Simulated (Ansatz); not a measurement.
# ZnS with a defect (Ag on a Zn site): a single-point run

Wanted: field gradients for ZnS with a defect (Ag on a Zn site).

Method: Kohn-Sham DFT, with the functional, basis and potentials that each input names, in Ansatz 0.2.0.

### Step 1. The structure to begin with

Symmetry: P31m, No. 157, trigonal system. Conventional cell: a = 6.621 Å, b = 6.621 Å, c = 12.520 Å, α = 90.00°, β = 90.00°, γ = 120.00°. Zn (site symmetry m) has 4 S at 2.34 to 2.35 Å as nearest neighbours. Around Ag (site symmetry 3m) lie 4 S at 2.34 to 2.35 Å. Zn (site symmetry 3) has 4 S at 2.34 to 2.35 Å as nearest neighbours. Around S (site symmetry m) lie 3 Zn at 2.34 to 2.35 Å and 1 Ag at 2.34 Å. Around S (site symmetry m) lie 4 Zn at 2.34 to 2.35 Å. S (site symmetry 3m) has 3 Zn at 2.34 Å and 1 Ag at 2.35 Å as nearest neighbours.

As a file:

```cif
data_structure
_symmetry_space_group_name_H-M 'P31m'
_symmetry_Int_Tables_number 157
_cell_length_a 6.6211
_cell_length_b 6.6211
_cell_length_c 12.5200
_cell_angle_alpha 90.000
_cell_angle_beta 90.000
_cell_angle_gamma 120.000
_cell_volume 475.33
loop_
_atom_site_label
_atom_site_type_symbol
_atom_site_symmetry_multiplicity
_atom_site_Wyckoff_symbol
_atom_site_fract_x
_atom_site_fract_y
_atom_site_fract_z
_atom_site_occupancy
Zn1 Zn 3 c 0.66667 0.66667 0.00000 1
Zn2 Zn 3 c 0.66667 0.66667 0.50000 1
Ag1 Ag 1 a 0.00000 0.00000 0.25000 1
Zn3 Zn 2 b 0.33333 0.66667 0.25000 1
Zn4 Zn 3 c 0.00000 0.66667 0.75000 1
S1 S 3 c 0.66667 0.66667 0.18750 1
S2 S 3 c 0.66667 0.66667 0.68750 1
S3 S 1 a 0.00000 0.00000 0.43750 1
S4 S 2 b 0.33333 0.66667 0.43750 1
S5 S 3 c 0.00000 0.66667 0.93750 1
```

### Step 2. Input and run

Contents of input.yaml:

```yaml
crystal:
  lattice:
    - [5.73405, 3.310555311, 0.0]
    - [-5.73405, 3.310555311, 0.0]
    - [0.0, 0.0, 12.52]
  atoms:
    - { symbol: Zn, position: [0.0, 0.0, 0.0] }
    - { symbol: Zn, position: [0.3333333333, 0.6666666667, 0.0] }
    - { symbol: Zn, position: [0.6666666667, 0.3333333333, 0.0] }
    - { symbol: Zn, position: [0.0, 0.0, 0.5] }
    - { symbol: Zn, position: [0.3333333333, 0.6666666667, 0.5] }
    - { symbol: Zn, position: [0.6666666667, 0.3333333333, 0.5] }
    - { symbol: Ag, position: [0.3333333333, 0.3333333334, 0.25] }
    - { symbol: Zn, position: [0.6666666667, 0.0, 0.25] }
    - { symbol: Zn, position: [0.0, 0.6666666667, 0.25] }
    - { symbol: Zn, position: [0.3333333333, 1.0, 0.75] }
    - { symbol: Zn, position: [0.6666666667, 0.6666666666, 0.75] }
    - { symbol: Zn, position: [0.0, 0.3333333333, 0.75] }
    - { symbol: S, position: [0.0, 0.0, 0.1875] }
    - { symbol: S, position: [0.3333333333, 0.6666666667, 0.1875] }
    - { symbol: S, position: [0.6666666667, 0.3333333333, 0.1875] }
    - { symbol: S, position: [0.0, 0.0, 0.6875] }
    - { symbol: S, position: [0.3333333333, 0.6666666667, 0.6875] }
    - { symbol: S, position: [0.6666666667, 0.3333333333, 0.6875] }
    - { symbol: S, position: [0.3333333333, 0.3333333334, 0.4375] }
    - { symbol: S, position: [0.6666666667, 0.0, 0.4375] }
    - { symbol: S, position: [0.0, 0.6666666667, 0.4375] }
    - { symbol: S, position: [0.3333333333, 1.0, 0.9375] }
    - { symbol: S, position: [0.6666666667, 0.6666666666, 0.9375] }
    - { symbol: S, position: [0.0, 0.3333333333, 0.9375] }
total_charge: -1
kpoints:
  mp_grid: { grid: [3, 3, 2] }
scf:
  occupations: { method: fermi_dirac, width: 0.01 }
hamiltonian:
  xc: pbe
  pseudopotentials: { kind: nc, accuracy: standard }
  hubbard: { sites: [{ species: Ag, l: d, u_eff: 1.0 }], double_counting: amf }
output:
  forces: true
  stress: true
  populations: true
  efg:
    quadrupole_moments_barn: { Zn: 0.122, S: -0.0694 }
    contact_densities: true
basis:
  ecutwfc: "450 eV"
```

Command:

```sh
$ ansatz run input.yaml --threads 1 --pin off --max-ram 3072MiB --backend cpu --events-out ev --progress --plain --runs-dir out
```

Output:

```text
Error: output.efg without hamiltonian.pseudopotentials.kind: paw|paw_fr|all_electron or hamiltonian.pseudopotentials.kind: all_electron — the all-electron EFG reconstruction needs the PAW one-centre densities; drop the efg request, or set kind: paw (paw_fr under spin-orbit coupling) (under a functional that reads the kinetic-energy density, kind: paw is refused in some combinations and carries risks of its own in the rest: see hamiltonian.xc for the refusals and hamiltonian.pseudopotentials.kind for the risks, both in the input reference; kind: paw is refused beside gw.static_remainder)
```

Run time: 0.02 s. Hardware: 1 thread of Arm Neoverse V1, shared host; peak memory 0.033 GiB.

### Step 3. Reading the log

The program refused the input before any cycle. Its message: «output.efg without hamiltonian.pseudopotentials.kind: paw|paw_fr|all_electron or hamiltonian.pseudopotentials.kind: all_electron — the all-electron EFG reconstruction needs the PAW one-centre densities; drop the efg request ...»

What was asked isn't available in this combination.

Fix: choose a set-up that the feature supports.

### Step 4. What came out

| quantity | value |
| --- | --- |
| ending | refused |
| cause | not implemented for this set-up |

What this shows: The run has to be repeated with the input mended.
